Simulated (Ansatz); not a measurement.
Predict the output of the script below (Ansatz's Python interface).

`torsion_bf2h3osi.py`
```python
# -*- coding: utf-8 -*-
'''Energy of BF2H3OSi as one group turns about a bond.'''

import logging
import sys
import warnings

import ansatz as az
from ase import Atoms

logging.basicConfig(stream=sys.stdout, format='[%(levelname)s] %(message)s')
log = logging.getLogger('run')
log.setLevel(logging.INFO)


def main():
    warnings.simplefilter('ignore', az.DeckWarning)

    atoms = Atoms(['B', 'Si', 'O', 'F', 'F', 'H', 'H', 'H'], positions=[
        (-1.0618, 0.9285, 0.1676),
        (0.3233, -0.2486, -0.3021),
        (0.823, -1.0577, 1.1005),
        (-0.1562, -1.3623, -1.4285),
        (1.6126, 0.6165, -0.9828),
        (-0.9897, 2.1465, -0.0478),
        (-2.0787, 0.5601, 0.6409),
        (1.6197, -1.6401, 0.7963),
    ])

    # start the scan from a relaxed geometry
    first = (
        az.Crystal.molecule_from_ase(atoms).calculation()
        .basis(gaussian='6-31G*')
        .functional('r2scan0')
        .relax(force_tolerance=0.02, max_steps=80)
    )
    atoms.positions = first.run(threads=1).report['positions_ang']

    start = atoms.get_dihedral(2, 1, 0, 5)
    energies = {}
    for turn in range(0, 360, 30):
        turned = atoms.copy()
        turned.set_dihedral(2, 1, 0, 5, start + turn, indices=[0, 5, 6])
        setup = az.Crystal.molecule_from_ase(turned).calculation()
        setup = setup.basis(gaussian='6-31G*').functional('r2scan0')
        energies[round((start + turn) % 360)] = setup.run(threads=1).report['free_energy_ev']
    floor = min(energies.values())
    log.info('dihedral O2-Si1-B0-H5 (deg)   E - E(min) (eV)')
    for angle, e in sorted(energies.items()):
        log.info(f'{angle:8d} {(e - floor):14.3f}  ' + '#' * int(30 * (e - floor) / max(max(energies.values()) - floor, 1e-9)))


if __name__ == '__main__':
    main()
```

Running `python torsion_bf2h3osi.py` prints:
```text
[INFO] dihedral O2-Si1-B0-H5 (deg)   E - E(min) (eV)
[INFO]       29          0.045  ##############################
[INFO]       59          0.033  ######################
[INFO]       89          0.010  ######
[INFO]      119          0.000
[INFO]      149          0.012  #######
[INFO]      179          0.034  ######################
[INFO]      209          0.043  ############################
[INFO]      239          0.031  ####################
[INFO]      269          0.013  ########
[INFO]      299          0.005  ###
[INFO]      329          0.016  ##########
[INFO]      359          0.035  #######################
```

The scan is rigid and the energies are electronic, in a modest basis. With rigid groups the curve can differ much from the relaxed path, the start wasn't checked as a minimum of this torsion, and equivalent turns needn't return to the same energy. The whole script took 120 s on 1 thread of Intel(R) Xeon(R) Platinum 8488C (Sapphire Rapids) (shared host), peak memory 0.27 GiB.

(A comment or docstring line of the script was reworded after the run, the code is as it ran; lines on the test bed's own set-up are left out of the output.)
